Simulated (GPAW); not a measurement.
Runs of GPAW 26.7.0 on BiTe. It takes space group Fm-3m (No. 225, cubic). Conventional cell: a = 6.470 Å, b = 6.470 Å, c = 6.470 Å, α = 90.00°, β = 90.00°, γ = 90.00°. Bi (site symmetry m-3m) has 6 Te at 3.23 Å as nearest neighbours. Around Te (site symmetry m-3m) lie 6 Bi at 3.23 Å. 

| task | level | potentials or basis | cell | k mesh | band path | band points | optimizer | fmax | max steps | gap on the mesh (eV) | pressure (GPa) | relaxed volume (Å³/atom) |
| --- | --- | --- | --- | --- | --- | --- | --- | --- | --- | --- | --- | --- |
| band structure | PBEsol | PAW data sets generated in the run's folder for this functional, pw | as given | 7 × 7 × 7 | GXWKGLUWLK,UX | 80 | - | - | - | - | -1.8 | - |
| relaxation of cell and atoms | PBEsol+D3(BJ)+ATM | PAW data sets generated in the run's folder for this functional, pw | relaxed | 7 × 7 × 7 | - | - | BFGS | 0.02 eV/Å | 60 | none | 0.0 | 31.46 |
| band structure | LDA | the program's PAW data sets (release 1.2.1) made for this functional, pw | as given | 7 × 7 × 7 | GXWKGLUWLK,UX | 80 | - | - | - | - | (a) | - |
| relaxation of cell and atoms | PBEsol | PAW data sets generated in the run's folder for this functional, pw | relaxed | 7 × 7 × 7 | - | - | BFGS | 0.02 eV/Å | 60 | none | 0.1 | 32.62 |
| relaxation of cell and atoms | rSCAN+D3(BJ) | GPAW PAW data sets (gpaw-data 1.2.1), pw | relaxed | 5 × 5 × 5 | - | - | BFGS | 0.05 eV/Å | 100 | none | 0.0 | (b) |

Alike in all rows: no spin polarisation; cutoff (eV) 600; smearing fermi-dirac 0.05 eV.

Question: Estimate the missing entries.

Answer: (a) -2.9; (b) 33.11.

Caveats: spin-orbit coupling is left out, which moves the levels of the heavy elements; later steps reuse the first step's grids (some runs); pairwise dispersion overbinds metals, which lowers pressure and volume (some runs); the PAW data sets were made with another functional, which shifts forces and pressure a little (some runs).

A k mesh can miss the band edges, and the runs leave out spin-orbit coupling on Bi, Te.

A gap of «none» marks a metal or a gap under the smearing width.

Not every run made on this cell is shown here.
